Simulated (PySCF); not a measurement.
# C₆H₁₁PS: circular dichroism and optical rotation

What do calculations give for the circular dichroism and optical rotation of C₆H₁₁PS (`C=C[C@H]1[C@H](C)C[P@@H]1=S`)?

Computed with PySCF 2.14.0 and routines of our own; the level stands in each step. Atoms count from 0.

### 1 The system as given

19 atoms, charge 0, multiplicity 1; geometry from: GFN2-xTB.

### 2 Circular dichroism and optical rotation: TDDFT B3LYP/def2-SVPD

Job settings and geometry (Å):

```
{"job": {"kind": "ecd", "xc": "B3LYP", "basis": "def2-SVPD", "nstates": 16}, "charge": 0, "multiplicity": 1}
C      0.269622    -2.845044     0.444453
C      0.307793    -1.575571     0.812042
C      0.288655    -0.435164    -0.130991
C     -0.561684     0.806403     0.238572
C     -1.960026     0.813608    -0.349647
C      0.395813     1.883835    -0.314750
P      1.798120     0.675293    -0.244790
S      3.190623     0.524642    -1.569019
H      0.308334    -3.645466     1.162855
H      0.205907    -3.132494    -0.592207
H      0.375895    -1.311470     1.860522
H      0.061427    -0.772183    -1.149304
H     -0.622028     0.890521     1.327039
H     -2.534926    -0.025389     0.037025
H     -1.919850     0.733931    -1.434041
H     -2.476425     1.735440    -0.090004
H      0.473347     2.809466     0.252365
H      0.178809     2.121291    -1.359046
H      2.210790     0.757604     1.091463
```

With the program's defaults for keys left out, this is: TDDFT B3LYP/def2-SVPD circular dichroism and optical rotation, one conformer, gas phase.

Run with:

```bash
$ OMP_NUM_THREADS=1 python excited_run.py task.json out
```

This one command runs all jobs of the session in turn.

The program printed:

```text
coarse grid: 16584 points
cycle   1  E = -974.2330799524  dE =  9.786e-01  |g| = 5.283e-01  |ddm| = 8.587e+00
cycle   2  E = -974.1604820437  dE =  7.260e-02  |g| = 7.221e-01  |ddm| = 2.544e+00
cycle   3  E = -974.3112463873  dE = -1.508e-01  |g| = 1.412e-01  |ddm| = 1.479e+00
cycle   4  E = -974.3169819969  dE = -5.736e-03  |g| = 4.381e-02  |ddm| = 3.768e-01
cycle   5  E = -974.3174466798  dE = -4.647e-04  |g| = 1.935e-02  |ddm| = 1.240e-01
cycle   6  E = -974.3175501014  dE = -1.034e-04  |g| = 3.422e-03  |ddm| = 4.383e-02
cycle   7  E = -974.3175528394  dE = -2.738e-06  |g| = 1.311e-03  |ddm| = 9.775e-03
final grid: 150016 points
cycle   8  E = -974.4398635609  dE = -6.415e-05  |g| = 6.544e-03  |ddm| = 2.525e-01
cycle   9  E = -974.4398517029  dE =  1.186e-05  |g| = 9.102e-03  |ddm| = 3.145e-02
cycle  10  E = -974.4398749831  dE = -2.328e-05  |g| = 1.136e-03  |ddm| = 1.715e-02
cycle  11  E = -974.4398753636  dE = -3.804e-07  |g| = 2.823e-04  |ddm| = 2.677e-03
cycle  12  E = -974.4398753807  dE = -1.719e-08  |g| = 1.453e-04  |ddm| = 9.057e-04
cycle  13  E = -974.4398753863  dE = -5.565e-09  |g| = 3.720e-05  |ddm| = 3.813e-04
cycle  14  E = -974.4398753867  dE = -3.604e-10  |g| = 1.122e-05  |ddm| = 9.999e-05
converged SCF energy = -974.4398753867

Singlet excitations and rotatory strengths (1e-40 esu^2 cm^2)
state   eV       nm     f(len)   f(vel)    R(len)    R(vel)   main configurations
  1   4.8716   254.5  0.00913  0.00902    -9.668    -9.582   H-1->L 0.55, H->L 0.40
  2   4.9827   248.8  0.08450  0.08280    -9.645    -9.817   H->L 0.54, H-1->L 0.41
  3   5.3912   230.0  0.00126  0.00113     1.799     2.761   H->L+2 0.52, H->L+1 0.24, H-1->L+2 0.17
  4   5.5176   224.7  0.00467  0.00542     3.868     4.258   H->L+1 0.46, H-1->L+1 0.33, H->L+2 0.14
  5   5.6001   221.4  0.00746  0.00825   -10.433   -10.486   H-1->L+2 0.41, H-1->L+1 0.33, H->L+1 0.21
  6   5.8862   210.6  0.09612  0.09824    33.274    33.262   H-1->L+2 0.25, H-1->L+1 0.24, H->L+2 0.23
  7   5.9307   209.1  0.03586  0.03466    -0.696     1.380   H->L+4 0.62, H-1->L+4 0.12, H->L+3 0.12
  8   5.9884   207.0  0.02297  0.02021    16.090    14.546   H-1->L+4 0.60, H-1->L+3 0.18, H->L+4 0.10
  9   6.1084   203.0  0.00625  0.00593    -2.779    -3.074   H->L+3 0.69, H->L+4 0.19
 10   6.1881   200.4  0.01381  0.01430    -1.527    -1.434   H-1->L+3 0.68, H-1->L+4 0.21
 11   6.4281   192.9  0.02315  0.02213   -10.944   -10.264   H->L+5 0.87
 12   6.4981   190.8  0.01421  0.01288    15.313    14.859   H-1->L+5 0.89
 13   6.6075   187.6  0.06020  0.06585   -27.302   -29.489   H->L+6 0.71, H-1->L+6 0.12, H-2->L 0.09
 14   6.6874   185.4  0.03018  0.03077    22.480    22.857   H-1->L+6 0.53, H->L+6 0.19, H-2->L 0.13
 15   6.7646   183.3  0.25017  0.24843   -52.285   -52.660   H-2->L 0.52, H-1->L+6 0.20
 16   6.8132   182.0  0.00944  0.00862    18.448    18.344   H->L+7 0.66, H-2->L+1 0.10, H-1->L+7 0.08

Specific rotation (deg / (dm g/mL))
    nm     length   length(OI)   velocity    alpha(len)  alpha(vel)
  633.0     -73.97     -74.37     -66.68      125.326    126.322
  589.3     -89.35     -89.86     -80.75      126.052    127.054
  546.0    -110.37    -111.03    -100.04      126.976    127.985
  436.0    -224.29    -225.81    -205.78      130.997    132.037
  405.0    -295.44    -297.49    -272.53      132.952    134.006
  365.0    -462.90    -466.18    -430.97      136.592    137.666
  355.0    -530.55    -534.30    -495.38      137.803    138.884
```

Run time: 2.6 min. Hardware: 1 thread of Arm Neoverse V1, shared host; peak memory 1.1 GiB.

### 3 Results

| quantity | value |
| --- | --- |
| state of largest rotatory strength (velocity form) among 16 (step 2, TDDFT B3LYP/def2-SVPD) | 6.76 eV, R = -52.7 (velocity), -52.3 (length) ·10⁻⁴⁰ esu² cm² |
| specific rotation at 633.0 nm (step 2, TDDFT B3LYP/def2-SVPD) | -66.7 (velocity), -74.0 (length) |

Rotations belong to one conformer. The length form depends on the origin in a finite basis.
